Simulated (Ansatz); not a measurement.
Consider a comparison of functionals at one structure of TcMo, space group Cmmm (Ansatz's Python interface).

Script `run_xc.py`:
```python
# -*- coding: utf-8 -*-
import csv

import ansatz as az

MESH = (9, 9, 5)
OCCUPATIONS = "methfessel_paxton"
WIDTH_EV = 0.02
MIXING_BETA = 0.2
SCF_TOL = 1e-09


def main():
    xtal = (
        az.Lattice.from_parameters(3.098102, 4.480724, 4.422491, alpha=90, beta=90, gamma=90)
        .space_group(65, hermann_mauguin="Cmmm")
        .atom("Tc", (0.5, 0.0, 0.5))
        .atom("Mo", (0.0, 0.0, 0.0))
        .primitive()
    )

    job = xtal.calculation()
    job = job.pseudopotentials("nc")
    job = job.accuracy("low")
    job = job.kpoints(*MESH, center="monkhorst-pack").occupations(OCCUPATIONS, width=WIDTH_EV)
    job = job.mixing("broyden", beta=MIXING_BETA).eigensolver("auto", mixed_precision=False)
    job = job.scf(tolerance=SCF_TOL)
    job = job.stress()

    rows = []
    for value in ["pbesol", "blyp", "lda"]:
        report = job.functional(value).run().report
        rows.append((value, report["free_energy_ev"] / len(report["lattice"]["sites"]), report["n_iterations"], sum(report["stress_gpa"][i][i] for i in range(3)) / 3, report["n_kpoints"]))

    with open("xc.csv", "w", newline="") as handle:
        writer = csv.writer(handle)
        writer.writerow(["functional", "F/atom (eV)", "iterations", "P (GPa)", "k-points"])
        writer.writerows([round(v, 5) if isinstance(v, float) else v for v in row] for row in rows)
    print(open("xc.csv").read())


if __name__ == "__main__":
    main()
```

Which functional puts this cell under the lowest pressure, and which under the highest?

From lowest to highest: LDA (-16.0 GPa), PBEsol (-11.3 GPa) and BLYP (7.9 GPa). At a fixed cell a lower pressure usually means a smaller equilibrium volume, so LDA prefers the smallest cell and BLYP the largest.

The run itself:

`python run_xc.py` gives:
```text
DeckWarning: basis.ecutwfc = 1142.878222 eV, auto-derived from the records' recommended cutoffs: set by Tc (normal level)
DeckWarning: output.stress: scf.convergence.dr2_threshold = 1e-9 eV is looser than the 2e-10 eV advised for a printed stress (1e-10 eV for each atom of the cell: 2). What an SCF threshold leaves in a stress goes as its square root, and in the free energy as the threshold itself, and one threshold admits the most on a [...]
DeckWarning: basis.ecutwfc = 1197.300995 eV, auto-derived from the records' recommended cutoffs: set by Tc (normal level)
functional,F/atom (eV),iterations,P (GPa),k-points
pbesol,-2110.06171,13,-11.27301,75
blyp,-2106.31057,15,7.92682,75
lda,-2112.73339,12,-16.03831,75
```
(Warnings from the package without file and line, shortened, repeats left out.)

Such functionals run on norm-conserving files made under PBE, which can move pressures by some GPa. BLYP can be off by several per cent in the lattices of metals, and by several GPa in the pressure at a fixed cell. The mesh is modest for a metal, so energies can be off by several to tens of meV an atom and pressures by half a GPa or more; differences at equal mesh fare better. Pressure is positive in compression. The structure comes from a database of computed cells and needn't be a stable or known phase. Total energies of different functionals can't be compared; pressures, moments and gaps at this one structure can. By the engine's processor time: 51 s on 1 thread of Intel(R) Xeon(R) Processor @ 2.30GHz, with other jobs on the host, peak memory 0.64 GiB.

(A comment or docstring line of the script was reworded after the run, the code is as it ran.)
